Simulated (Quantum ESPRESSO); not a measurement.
# RuF2 (P-3m1) in Quantum ESPRESSO: a series of runs

The runs below take RuF2 through single point, with LDA+U.

Everything below comes from runs of Quantum ESPRESSO 7.5. Logs are shortened: lines on timing, memory, paths and dates and some standing lists are left out, and cuts for length are marked.

## Step 1: The structure

It takes space group P-3m1 (No. 164, trigonal). Conventional cell: a = 2.865 Å, b = 2.865 Å, c = 4.623 Å, α = 90.00°, β = 90.00°, γ = 120.00°. Ru (site symmetry -3m) has 6 F at 2.02 Å as nearest neighbours. F (site symmetry 3m) has 3 Ru at 2.02 Å as nearest neighbours.

The cell comes from a database or a generator and needn't be the stable form of this composition.

## Step 2: Single point, LDA+U, collinear spin, ferromagnetic start

Input file pw.in:

```
&CONTROL
  calculation = 'scf'
  prefix = 'pwscf'
  outdir = './tmp'
  pseudo_dir = './pseudo'
  tprnfor = .true.
  disk_io = 'nowf'
/
&SYSTEM
  ibrav = 0
  nat = 3
  ntyp = 2
  ecutwfc = 45
  ecutrho = 360
  nbnd = 25
  occupations = 'smearing'
  smearing = 'gaussian'
  degauss = 0.00367493
  nspin = 2
  starting_magnetization(1) = 0.25
  starting_magnetization(2) = 0
  nosym = .true.
/
&ELECTRONS
  conv_thr = 1.2d-07
  electron_maxstep = 120
  mixing_beta = 0.3
  mixing_ndim = 12
  startingpot = 'file'
  mixing_fixed_ns = 12
/
ATOMIC_SPECIES
Ru   101.0700 ru_lda_v1.2.uspp.F.UPF
F     18.9984 f_lda_v1.4.uspp.F.UPF
CELL_PARAMETERS angstrom
   2.8654132000    0.0000000000    0.0000000000
  -1.4327066000    2.4815206200    0.0000000000
   0.0000000000    0.0000000000    4.6225062000
ATOMIC_POSITIONS crystal
Ru     0.0000000000    0.0000000000    0.0000000000
F      0.3333333333    0.6666666667    0.2520000000
F      0.6666666667    0.3333333333    0.7480000000
K_POINTS automatic
3 3 2 0 0 0
HUBBARD {ortho-atomic}
U Ru-4d 3.0
J0 Ru-4d 0.5
```

Input file start.in:

```
&CONTROL
  calculation = 'scf'
  prefix = 'pwscf'
  outdir = './tmp'
  pseudo_dir = './pseudo'
  disk_io = 'nowf'
/
&SYSTEM
  ibrav = 0
  nat = 3
  ntyp = 2
  ecutwfc = 45
  ecutrho = 360
  nbnd = 25
  occupations = 'smearing'
  smearing = 'gaussian'
  degauss = 0.00367493
  nspin = 2
  starting_magnetization(1) = 0.25
  starting_magnetization(2) = 0
  nosym = .true.
/
&ELECTRONS
  conv_thr = 1.2d-07
  electron_maxstep = 1
  mixing_beta = 0.3
  mixing_ndim = 12
  scf_must_converge = .false.
/
ATOMIC_SPECIES
Ru   101.0700 ru_lda_v1.2.uspp.F.UPF
F     18.9984 f_lda_v1.4.uspp.F.UPF
CELL_PARAMETERS angstrom
   2.8654132000    0.0000000000    0.0000000000
  -1.4327066000    2.4815206200    0.0000000000
   0.0000000000    0.0000000000    4.6225062000
ATOMIC_POSITIONS crystal
Ru     0.0000000000    0.0000000000    0.0000000000
F      0.3333333333    0.6666666667    0.2520000000
F      0.6666666667    0.3333333333    0.7480000000
K_POINTS automatic
3 3 2 0 0 0
HUBBARD {ortho-atomic}
U Ru-4d 3.0
J0 Ru-4d 0.5
```

Input file occup.txt:

```
 1.0000  0.0000  0.0000  0.0000  0.0000
 0.0000  1.0000  0.0000  0.0000  0.0000
 0.0000  0.0000  1.0000  0.0000  0.0000
 0.0000  0.0000  0.0000  1.0000  0.0000
 0.0000  0.0000  0.0000  0.0000  1.0000
 0.0000  0.0000  0.0000  0.0000  0.0000
 0.0000  1.0000  0.0000  0.0000  0.0000
 0.0000  0.0000  0.0000  0.0000  0.0000
 0.0000  0.0000  0.0000  0.0000  0.0000
 0.0000  0.0000  0.0000  0.0000  0.0000
 0.0000  0.0000  0.0000  0.0000  0.0000
 0.0000  0.0000  0.0000  0.0000  0.0000
 0.0000  0.0000  0.0000  0.0000  0.0000
 0.0000  0.0000  0.0000  0.0000  0.0000
 0.0000  0.0000  0.0000  0.0000  0.0000
 0.0000  0.0000  0.0000  0.0000  0.0000
 0.0000  0.0000  0.0000  0.0000  0.0000
 0.0000  0.0000  0.0000  0.0000  0.0000
 0.0000  0.0000  0.0000  0.0000  0.0000
 0.0000  0.0000  0.0000  0.0000  0.0000
 0.0000  0.0000  0.0000  0.0000  0.0000
 0.0000  0.0000  0.0000  0.0000  0.0000
 0.0000  0.0000  0.0000  0.0000  0.0000
 0.0000  0.0000  0.0000  0.0000  0.0000
 0.0000  0.0000  0.0000  0.0000  0.0000
 0.0000  0.0000  0.0000  0.0000  0.0000
 0.0000  0.0000  0.0000  0.0000  0.0000
 0.0000  0.0000  0.0000  0.0000  0.0000
 0.0000  0.0000  0.0000  0.0000  0.0000
 0.0000  0.0000  0.0000  0.0000  0.0000
```

Potentials or basis: GBRV 1.5 LDA.

The run is started by

```console
$ OMP_NUM_THREADS=1 pw.x -in start.in > start.out
$ cp occup.txt tmp/pwscf.save/occup.txt
$ OMP_NUM_THREADS=1 pw.x -in pw.in > pw.out
```

start.out:

```text
This program is part of the open-source Quantum ESPRESSO suite
     for quantum simulation of materials; please cite
[... 6 lines left out ...]
     --------------------
     sticks:   dense  smooth     PW     G-vecs:    dense   smooth      PW
     Sum         733     367    121                25601     9043    1653

     Using Slab Decomposition

     bravais-lattice index     =            0
     lattice parameter (alat)  =       5.4148  a.u.
     unit-cell volume          =     221.8090 (a.u.)^3
     number of atoms/cell      =            3
     number of atomic types    =            2
     number of electrons       =        30.00
     number of Kohn-Sham states=           25
     kinetic-energy cutoff     =      45.0000  Ry
     charge density cutoff     =     360.0000  Ry
     scf convergence threshold =      1.2E-07
     mixing beta               =       0.3000
     number of iterations used =           12  plain     mixing
     Exchange-correlation=  SLA  PZ   NOGX NOGC
                           (   1   1   0   0   0   0   0)
     Hubbard projectors: ortho-atomic
     Hubbard parameters of DFT+U (Dudarev formulation) in eV:
     U(Ru-4d) =  3.0000
     J0(Ru-4d) =  0.5000

     Internal variables: lda_plus_u =T, lda_plus_u_kind = 0

     Internal variables: orbital_resolved =F, hub_pot_fix =F, apply_U = F

     celldm(1)=   5.414846  celldm(2)=   0.000000  celldm(3)=   0.000000
     celldm(4)=   0.000000  celldm(5)=   0.000000  celldm(6)=   0.000000

     crystal axes: (cart. coord. in units of alat)
               a(1) = (   1.000000   0.000000   0.000000 )
               a(2) = (  -0.500000   0.866025   0.000000 )
               a(3) = (   0.000000   0.000000   1.613208 )

     reciprocal axes: (cart. coord. in units 2 pi/alat)
               b(1) = (  1.000000  0.577350 -0.000000 )
               b(2) = (  0.000000  1.154701  0.000000 )
               b(3) = (  0.000000 -0.000000  0.619883 )

     PseudoPot. # 1 for Ru read from file:
     ru_lda_v1.2.uspp.F.UPF
     Pseudo is Ultrasoft + core correction, Zval = 16.0
     Generated by new atomic code, or converted to UPF format
     Using radial grid of  967 points,  6 beta functions with:
                l(1) =   0
                l(2) =   0
                l(3) =   1
                l(4) =   1
                l(5) =   2
                l(6) =   2
     Q(r) pseudized with  8 coefficients,  rinner =    1.300   1.300   1.300
                                                       1.300   1.300

     PseudoPot. # 2 for F  read from file:
     f_lda_v1.4.uspp.F.UPF
     Pseudo is Ultrasoft, Zval =  7.0
     Generated by new atomic code, or converted to UPF format
     Using radial grid of  799 points,  4 beta functions with:
                l(1) =   0
                l(2) =   0
                l(3) =   1
                l(4) =   1
     Q(r) pseudized with  8 coefficients,  rinner =    0.950   0.950   0.950

     atomic species   valence    mass     pseudopotential
     Ru               16.00   101.07000     Ru( 1.00)
     F                 7.00    18.99840     F ( 1.00)

     Starting magnetic structure
     atomic species   magnetization
     Ru              0.250
     F               0.000

     No symmetry found

   Cartesian axes

     site n.     atom                  positions (alat units)
         1        Ru     tau(   1) = (   0.0000000   0.0000000   0.0000000  )
         2        F      tau(   2) = (  -0.0000000   0.5773503   0.4065283  )
         3        F      tau(   3) = (   0.5000000   0.2886751   1.2066792  )

     number of k points=    10  Gaussian smearing, width (Ry)=  0.0037
                       cart. coord. in units 2pi/alat
        k(    1) = (   0.0000000   0.0000000   0.0000000), wk =   0.0555556
        k(    2) = (   0.0000000   0.0000000  -0.3099415), wk =   0.0555556
        k(    3) = (   0.0000000   0.3849002   0.0000000), wk =   0.1111111
        k(    4) = (   0.0000000   0.3849002  -0.3099415), wk =   0.1111111
        k(    5) = (   0.3333333   0.1924501   0.0000000), wk =   0.1111111
        k(    6) = (   0.3333333   0.1924501  -0.3099415), wk =   0.1111111
        k(    7) = (   0.3333333   0.5773503   0.0000000), wk =   0.1111111
        k(    8) = (   0.3333333   0.5773503  -0.3099415), wk =   0.1111111
        k(    9) = (   0.3333333  -0.1924501   0.0000000), wk =   0.1111111
        k(   10) = (   0.3333333  -0.1924501  -0.3099415), wk =   0.1111111

     Dense  grid:    25601 G-vectors     FFT dimensions: (  36,  36,  54)

     Smooth grid:     9043 G-vectors     FFT dimensions: (  24,  24,  40)

     Generating pointlists ...
     new r_m :   0.2913 (alat units)  1.5772 (a.u.) for type    1
     new r_m :   0.2913 (alat units)  1.5772 (a.u.) for type    2

     The initial density is read from file :

     negative rho (up, down):  2.958E-02 3.909E-02
     Number of Hubbard iterations with fixed ns = 12

     STARTING HUBBARD OCCUPATIONS:

[... 39 lines left out ...]
     Davidson diagonalization with overlap
     ethr =  1.00E-05,  avg # of iterations = 14.9

     =================== HUBBARD OCCUPATIONS ===================
     ------------------------ ATOM    1 ------------------------
     Tr[ns(  1)] (up, down, total) =   4.75415  2.67282  7.42698
     Atomic magnetic moment for atom   1 =   2.08133
     SPIN  1
     eigenvalues:
       0.840  0.935  0.992  0.993  0.995
     eigenvectors (columns):
       0.000 -0.010  0.000 -0.024 -1.000
      -0.876 -0.000 -0.483 -0.000 -0.000
      -0.000  0.857 -0.000  0.514 -0.021
      -0.000  0.515  0.000 -0.857  0.015
[... 151 lines left out ...]
     RESET ns to initial values (iter <= mixing_fixed_ns)

     negative rho (up, down):  2.960E-02 3.961E-02

     Magnetic moment per site  (integrated on atomic sphere of radius R)
     atom   1 (R=0.291)  charge= 11.7345  magn=  2.6107
     atom   2 (R=0.291)  charge=  6.6390  magn=  0.2690
     atom   3 (R=0.291)  charge=  6.6390  magn=  0.2690

     End of self-consistent calculation

     =================== HUBBARD OCCUPATIONS ===================
     ------------------------ ATOM    1 ------------------------
     Tr[ns(  1)] (up, down, total) =   5.00000  1.00000  6.00000
     Atomic magnetic moment for atom   1 =   4.00000
     SPIN  1
     eigenvalues:
       1.000  1.000  1.000  1.000  1.000
     eigenvectors (columns):
       1.000  0.000  0.000  0.000  0.000
       0.000  1.000  0.000  0.000  0.000
       0.000  0.000  1.000  0.000  0.000
       0.000  0.000  0.000  1.000  0.000
       0.000  0.000  0.000  0.000  1.000
     occupation matrix ns (before diag.):
       1.000  0.000  0.000  0.000  0.000
       0.000  1.000  0.000  0.000  0.000
[... 6 lines left out ...]
     eigenvectors (columns):
       1.000  0.000  0.000  0.000  0.000
       0.000  0.000  0.000  0.000  1.000
       0.000  1.000  0.000  0.000  0.000
       0.000  0.000  1.000  0.000  0.000
       0.000  0.000  0.000  1.000  0.000
     occupation matrix ns (before diag.):
       0.000  0.000  0.000  0.000  0.000
       0.000  1.000  0.000  0.000  0.000
       0.000  0.000  0.000  0.000  0.000
       0.000  0.000  0.000  0.000  0.000
       0.000  0.000  0.000  0.000  0.000

     Number of occupied Hubbard levels =    6.0000

 ------ SPIN UP ------------

          k = 0.0000 0.0000 0.0000 (  1105 PWs)   bands (ev):

   -61.5692 -31.9536 -31.5713 -31.3646 -13.3609 -12.3703   2.2820   3.4559
     3.4907   6.4523   6.5038   6.6141   8.3721   9.0715   9.3938  12.1919
    12.4036  13.9813  19.4647  23.7820  30.0524  30.6231  30.7879  36.3928
    36.9883
[... 45 lines left out ...]
   -61.5012 -32.2282 -31.7400 -31.5344 -12.6527 -12.6380   3.3820   3.5950
     4.4825   4.6483   4.6484   5.3471   9.3999   9.5822   9.8860  12.7068
    13.0474  22.4298  23.1616  23.2563  23.8413  25.5795  25.5817  33.3184
    34.0973

          k = 0.3333-0.1925 0.0000 (  1132 PWs)   bands (ev):

   -61.5250 -32.0868 -31.6874 -31.5235 -12.8878 -12.5456   3.0378   3.6292
     3.9985   4.4436   5.7221   5.8394   8.3120   9.8901  10.2482  12.3575
    12.7523  17.6149  23.4766  24.4368  25.0217  28.6681  29.2606  30.5561
    32.8261

          k = 0.3333-0.1925-0.3099 (  1138 PWs)   bands (ev):

   -61.5250 -32.0867 -31.6875 -31.5239 -12.9275 -12.4989   2.6872   3.6842
     3.9144   4.7507   5.8418   6.0765   8.2733   9.9146  10.2177  12.1283
    12.6883  18.3045  20.8399  24.9886  26.2034  28.1052  29.9804  30.4980
    33.8441

 ------ SPIN DOWN ----------

          k = 0.0000 0.0000 0.0000 (  1105 PWs)   bands (ev):

   -59.0416 -29.2434 -29.0633 -28.9258 -12.8142 -11.7967   3.7432   5.1813
     5.4193   7.0223   7.0522   7.1893  12.1557  13.3547  13.4304  14.9225
    15.2781  16.3148  20.0286  24.4190  30.8339  31.3060  31.3392  36.7907
    37.5551
[... 45 lines left out ...]
   -58.9710 -29.5404 -29.3302 -29.0100 -12.0155 -11.9302   4.3661   4.6977
     5.2356   5.8065   5.8944   5.9508  13.1239  13.8277  14.5985  15.7862
    17.0067  22.8689  24.4572  24.4995  24.9864  25.9071  25.9238  34.3138
    34.9508

          k = 0.3333-0.1925 0.0000 (  1132 PWs)   bands (ev):

   -58.9938 -29.4555 -29.1803 -29.0341 -12.2445 -11.9440   4.3541   4.8394
     5.3591   5.5357   6.4635   6.5249  11.5877  14.2731  14.8226  15.5854
    16.7914  18.4790  24.1313  25.1507  25.8036  29.3299  30.0068  31.6659
    33.2357

          k = 0.3333-0.1925-0.3099 (  1138 PWs)   bands (ev):

   -58.9937 -29.4554 -29.1805 -29.0348 -12.2616 -11.9227   4.1450   4.4987
     5.4066   5.9133   6.5989   6.6688  11.6390  14.3049  14.8183  15.3290
    16.7407  19.2271  21.4171  25.9601  26.6609  28.6850  30.7949  31.5930
    34.1435

     the Fermi energy is    13.2623 ev

!    total energy              =    -291.00383910 Ry
     estimated scf accuracy    <       0.00000003 Ry
     smearing contrib. (-TS)   =      -0.00000441 Ry
     internal energy E=F+TS    =    -291.00383468 Ry

     The total energy is F=E-TS. E is the sum of the following terms:
     one-electron contribution =    -131.37687956 Ry
     hartree contribution      =      83.53461758 Ry
     xc contribution           =     -44.48489376 Ry
     ewald contribution        =    -198.71342826 Ry
     Hubbard energy            =       0.03674932 Ry

     total magnetization       =     4.00 Bohr mag/cell
     absolute magnetization    =     4.00 Bohr mag/cell

     convergence has been achieved in  10 iterations

     negative rho (up, down):  2.960E-02 3.961E-02

     Forces acting on atoms (cartesian axes, Ry/au):

     atom    1 type  1   force =    -0.00000007    0.00000004   -0.00000055
     atom    2 type  2   force =    -0.00000000   -0.01248268    0.17925576
     atom    3 type  2   force =     0.00000008    0.01248264   -0.17925521

     Total force =     0.254119     Total SCF correction =     0.000514

=------------------------------------------------------------------------------=
   JOB DONE.
=------------------------------------------------------------------------------=
```

Run time: 16 s. Hardware: 1 thread of Arm Neoverse V1, shared host; peak memory 0.14 GiB.

The run converged, but runs of this kind are known to go wrong with this program or these potentials, so none of its numbers is taken as a property of the crystal.

Caveat: the k mesh is coarse (spacing up to 0.84 Å⁻¹), so the values aren't converged; an odd mesh through Γ misses points on the zone boundary, where band edges often lie; forces of over 1 eV/Å show positions far from the minimum, so gaps and moduli don't describe the material at rest.

## Step 3: Single point, LDA+U, collinear spin, ferromagnetic start

Edit pw.in of step 2 so:

```diff
@@ -6,3 +6,3 @@
   tprnfor = .true.
-  disk_io = 'nowf'
+  disk_io = 'low'
 /
@@ -22,2 +22,3 @@
   nosym = .true.
+  tot_charge = 0.5
 /
@@ -28,4 +29,5 @@
   mixing_ndim = 12
+  mixing_mode = 'local-TF'
+  startingwfc = 'random'
   startingpot = 'file'
-  mixing_fixed_ns = 12
 /
@@ -45,3 +47,3 @@
 HUBBARD {ortho-atomic}
-U Ru-4d 3.0
+U Ru-4d 1.0
 J0 Ru-4d 0.5
```

Input file pp_density.in:

```
&INPUTPP
  prefix = 'pwscf'
  outdir = './tmp'
  filplot = 'density.dat'
  plot_num = 0
/
&PLOT
  nfile = 1
  filepp(1) = 'density.dat'
  iflag = 3
  output_format = 6
  fileout = 'density.cube'
/
```

Input file pp_potential.in:

```
&INPUTPP
  prefix = 'pwscf'
  outdir = './tmp'
  filplot = 'potential.dat'
  plot_num = 11
/
&PLOT
  nfile = 1
  filepp(1) = 'potential.dat'
  iflag = 3
  output_format = 6
  fileout = 'potential.cube'
/
```

Input file pp_spin.in:

```
&INPUTPP
  prefix = 'pwscf'
  outdir = './tmp'
  filplot = 'spin.dat'
  plot_num = 6
/
&PLOT
  nfile = 1
  filepp(1) = 'spin.dat'
  iflag = 3
  output_format = 6
  fileout = 'spin.cube'
/
```

Edit start.in of step 2 so:

```diff
@@ -21,2 +21,3 @@
   nosym = .true.
+  tot_charge = 0.5
 /
@@ -27,2 +28,4 @@
   mixing_ndim = 12
+  mixing_mode = 'local-TF'
+  startingwfc = 'random'
   scf_must_converge = .false.
@@ -43,3 +46,3 @@
 HUBBARD {ortho-atomic}
-U Ru-4d 3.0
+U Ru-4d 1.0
 J0 Ru-4d 0.5
```

occup.txt is that of step 2.

Potentials or basis: GBRV 1.5 LDA.

The run is started by

```console
$ OMP_NUM_THREADS=1 pw.x -in start.in > start.out
$ cp occup.txt tmp/pwscf.save/occup.txt
$ OMP_NUM_THREADS=1 pw.x -in pw.in > pw.out
$ OMP_NUM_THREADS=1 pp.x -in pp_density.in > pp_density.out
$ OMP_NUM_THREADS=1 pp.x -in pp_potential.in > pp_potential.out
$ OMP_NUM_THREADS=1 pp.x -in pp_spin.in > pp_spin.out
```

Wall time 24 s (1 thread of Arm Neoverse V1, shared host); peak memory 0.14 GiB.

It converged, with:

| Item | Value |
| --- | --- |
| Free energy | -3968.8507 eV |
| Largest force | 0.593 eV/Å |
| Band gap on the k mesh | none (metal or under the smearing width) |
| Net moment | 0.50 μB per cell |
| Absolute moment | 0.52 μB per cell |
| Site moments | Ru +0.38; F -0.00 μB |
| Valence electrons inside the program's atomic spheres | Ru 11.57; F 6.52 |

Forces in eV/Å, atoms in the order of the input:
```
Ru   0.000  0.000  0.000
F    0.000  0.002  0.593
F    0.000 -0.002 -0.593
```

Levels at points of the mesh, in eV from the Fermi level:
Spin up:
```
            k point  band 12  band 13  band 14  band 15  band 16  band 17  band 18  band 19
 (0.00, 0.00, 0.00)    -5.93    -1.96    -1.96    -1.31     0.96     0.96     2.21     7.74
(0.00, 0.00, -0.50)    -6.29    -1.97    -1.97    -1.15     1.04     1.04     3.68     6.04
```
Spin down:
```csv
k point,band 12,band 13,band 14,band 15,band 16,band 17
"(0.00, 0.00, 0.00)",-5.93,-1.34,-1.34,-1.14,1.16,1.16
"(0.00, 0.00, -0.50)",-6.28,-1.35,-1.35,-0.99,1.25,1.25
```

Eigenvalues of the final occupation matrices:
```tsv
site	spin	trace	eigenvalues
Ru 1 4d	1	3.46	0.26 0.26 0.98 0.98 0.98
Ru 1 4d	2	2.95	0.25 0.25 0.74 0.74 0.98
```

Caveat: the k mesh is coarse (spacing up to 0.84 Å⁻¹), so the values aren't converged; the cell carries a net charge on a neutralising background, which shifts energy and pressure; the moment fell far below its start of 4 μB, so a state of higher moment may lie lower in energy.

## Step 4: Single point, LDA+U, collinear spin, ferromagnetic start

Edit pw.in of step 3 so:

```diff
@@ -22,3 +22,2 @@
   nosym = .true.
-  tot_charge = 0.5
 /
@@ -29,5 +28,4 @@
   mixing_ndim = 12
-  mixing_mode = 'local-TF'
-  startingwfc = 'random'
   startingpot = 'file'
+  mixing_fixed_ns = 5
 /
@@ -47,3 +45,3 @@
 HUBBARD {ortho-atomic}
-U Ru-4d 1.0
+U Ru-4d 5.0
 J0 Ru-4d 0.5
```

pp_density.in is that of step 3.

pp_potential.in is that of step 3.

pp_spin.in is that of step 3.

Edit start.in of step 3 so:

```diff
@@ -21,3 +21,2 @@
   nosym = .true.
-  tot_charge = 0.5
 /
@@ -28,4 +27,2 @@
   mixing_ndim = 12
-  mixing_mode = 'local-TF'
-  startingwfc = 'random'
   scf_must_converge = .false.
@@ -46,3 +43,3 @@
 HUBBARD {ortho-atomic}
-U Ru-4d 1.0
+U Ru-4d 5.0
 J0 Ru-4d 0.5
```

occup.txt is that of step 3.

The run is started by

```console
$ OMP_NUM_THREADS=1 pw.x -in start.in > start.out
$ cp occup.txt tmp/pwscf.save/occup.txt
$ OMP_NUM_THREADS=1 pw.x -in pw.in > pw.out
$ OMP_NUM_THREADS=1 pp.x -in pp_density.in > pp_density.out
$ OMP_NUM_THREADS=1 pp.x -in pp_potential.in > pp_potential.out
$ OMP_NUM_THREADS=1 pp.x -in pp_spin.in > pp_spin.out
```

Wall time 54 s (1 thread of Arm Neoverse V1, shared host); peak memory 0.14 GiB.

It converged, with:

| Quantity | Value |
| --- | --- |
| Free energy | -3959.3270 eV |
| Largest force | 4.823 eV/Å |
| Band gap on the k mesh | 0.62 eV, indirect (least direct gap 0.74 eV) |
| Net moment | 4.00 μB per cell |
| Absolute moment | 4.00 μB per cell |
| Site moments | Ru +2.66; F +0.24 μB |
| Valence electrons inside the program's atomic spheres | Ru 11.73; F 6.65 |

Forces in eV/Å, atoms in the order of the input:
```
Ru   0.000  0.000  0.000
F    0.000  0.007  4.823
F    0.000 -0.007 -4.823
```

Levels at points of the mesh, in eV from the valence-band top:
Spin up:
```tsv
k point	band 15	band 16	band 17	band 18	band 19	band 20
(0.00, 0.00, 0.00)	-3.42	-0.52	-0.46	1.80	7.25	11.63
(0.00, 0.00, -0.50)	-3.17	-0.40	-0.35	3.48	5.59	12.13
```
Spin down:
| k point | band 9 | band 10 | band 11 | band 12 | band 13 | band 14 | band 15 | band 16 | band 17 | band 18 |
| --- | --- | --- | --- | --- | --- | --- | --- | --- | --- | --- |
| (0.00, 0.00, 0.00) | -6.68 | -5.10 | -5.08 | -4.92 | -0.81 | 0.99 | 1.48 | 2.79 | 4.20 | 4.28 |
| (0.00, 0.00, -0.50) | -6.61 | -6.33 | -5.21 | -5.18 | -0.83 | 1.01 | 1.77 | 4.29 | 4.36 | 4.40 |

Eigenvalues of the final occupation matrices:
| site | spin | trace | eigenvalues |
| --- | --- | --- | --- |
| Ru 1 4d | 1 | 4.94 | 0.98 0.98 0.99 0.99 0.99 |
| Ru 1 4d | 2 | 1.45 | 0.12 0.18 0.18 0.27 0.71 |

Caveat: the k mesh is coarse (spacing up to 0.84 Å⁻¹), so the values aren't converged; an odd mesh through Γ misses points on the zone boundary, where band edges often lie; forces of over 1 eV/Å show positions far from the minimum, so gaps and moduli don't describe the material at rest.
